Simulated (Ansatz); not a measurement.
# AlH7O2Si2: one species, many methods

One table from this session's results is given with a row withheld; the runs are named, their logs left out.

Computed with Ansatz 0.2.0, Gaussian basis. Level: functionals in def2-TZVPP, the program's frozen cores in correlated methods.

Levels to be run: LDA (SPW92), PBE-D4, revPBE-D4, BLYP-D4, r2SCAN-D4, B97M-V, PBE0-D4, B3LYP-D4, r2SCANh-D4, r2SCAN0-D4, HSE06-D4, BHLYP-D4, CAM-B3LYP-D4, LC-ωPBE, ωB97X-V, ωB97M-V, B2PLYP, PBE-QIDH; CCSD(T)/def2-SVP; CCSD(T)/def2-TZVPP; MP2/def2-QZVPP; extrapolation to the limit; RPA on PBE.

## Structure used throughout

An earlier PBE0-D4 in a triple-zeta def2 set relaxation fixed the geometry.

SMILES `[SiH3][O][AlH][O][SiH3]`, 12 atoms, charge 0, spin multiplicity 1.

Atoms are counted from 1 here; the program's logs count them from 0.

Bond lengths: Si1–O2 1.626 Å, Si1–H6 1.486 Å, Si1–H7 1.487 Å, Si1–H8 1.488 Å, O2–Al3 1.677 Å, Al3–O4 1.677 Å, Al3–H9 1.564 Å, O4–Si5 1.626 Å, Si5–H10 1.486 Å, Si5–H11 1.487 Å, Si5–H12 1.488 Å. Angles: O2–Si1–H6 109.7°, O2–Si1–H7 109.8°, O2–Si1–H8 110.7°, H6–Si1–H7 109.0°, H6–Si1–H8 108.8°, H7–Si1–H8 108.8°, Si1–O2–Al3 163.4°, O2–Al3–O4 119.8°, O2–Al3–H9 120.1°, O4–Al3–H9 120.1°, Al3–O4–Si5 163.2°, O4–Si5–H10 109.7°, O4–Si5–H11 109.8°, O4–Si5–H12 110.7°, H10–Si5–H11 109.0°, H10–Si5–H12 108.8°, H11–Si5–H12 108.8°.

The first run:

in.yaml reads:

```yaml
crystal:
  periodic: [false, false, false]
  atoms:
    - {symbol: Si, position_ang: [-2.502019, 0.693895, 0.174231]}
    - {symbol: O, position_ang: [-1.071993, 0.732076, 0.946829]}
    - {symbol: Al, position_ang: [0.543874, 0.530326, 1.349127]}
    - {symbol: O, position_ang: [1.576543, -0.254011, 0.285092]}
    - {symbol: Si, position_ang: [2.180799, -1.035930, -1.006021]}
    - {symbol: H, position_ang: [-3.572771, 0.282558, 1.119604]}
    - {symbol: H, position_ang: [-2.821860, 2.043514, -0.361339]}
    - {symbol: H, position_ang: [-2.464419, -0.273093, -0.956315]}
    - {symbol: H, position_ang: [1.086356, 1.072173, 2.712600]}
    - {symbol: H, position_ang: [3.425550, -0.364043, -1.462845]}
    - {symbol: H, position_ang: [2.496043, -2.442300, -0.641089]}
    - {symbol: H, position_ang: [1.200798, -1.040264, -2.125975]}
basis:
  gaussian: {orbitals: def2-TZVPP}
hamiltonian: {xc: lda}
output: {orbitals: {seedname: orbitals}}
```

Steps of the session up to this table: LDA; PBE-D4 (GGA); revPBE-D4 (GGA); BLYP-D4 (GGA); r2SCAN-D4 (meta-GGA); B97M-V (meta-GGA); PBE0-D4 (hybrid); B3LYP-D4 (hybrid); r2SCANh-D4 (hybrid); r2SCAN0-D4 (hybrid); HSE06-D4 (hybrid); BHLYP-D4 (hybrid); CAM-B3LYP-D4 (range-separated); LC-ωPBE-D4 (range-separated; the results give it without D4); ωB97X-V (range-separated); ωB97M-V (range-separated); B2PLYP (double hybrid); PBE-QIDH (double hybrid).

One table of the session follows, with a row left open; its other results are not shown here.

It belongs to the step «Orbital energies across the functionals». 

| functional | HOMO (eV) | gap (eV) |
| --- | --- | --- |
| LDA (SPW92) | -7.34 | 5.77 |
| PBE-D4 | -7.25 | 5.93 |
| revPBE-D4 | -7.21 | 6.02 |
| BLYP-D4 | -7.16 | 5.93 |
| r2SCAN-D4 | -7.61 | 6.71 |
| B97M-V | -7.74 | 6.45 |
| PBE0-D4 | -8.69 | 8.19 |
| B3LYP-D4 | -8.47 | 7.74 |
| r2SCANh-D4 | ? | ? |
| r2SCAN0-D4 | -8.93 | 8.68 |
| HSE06-D4 | -8.28 | 7.42 |
| BHLYP-D4 | -10.07 | 10.31 |
| CAM-B3LYP-D4 | -10.12 | 10.51 |
| LC-ωPBE | -11.47 | 13.00 |
| ωB97X-V | -11.14 | 12.51 |
| ωB97M-V | -11.00 | 12.02 |

**Question.** Estimate the row for r2SCANh-D4.

Worked estimate for «HOMO (eV)». Against the share of exact exchange, r2SCAN-D4 (0, -7.61), r2SCAN0-D4 (0.25, -8.93) give a slope of -5.28 per unit share; at 0.1 the line stands at -8.14.

**Answer.** HOMO (eV): -8.14; gap (eV): 7.51. In «HOMO (eV)» the line misses by 0.00.
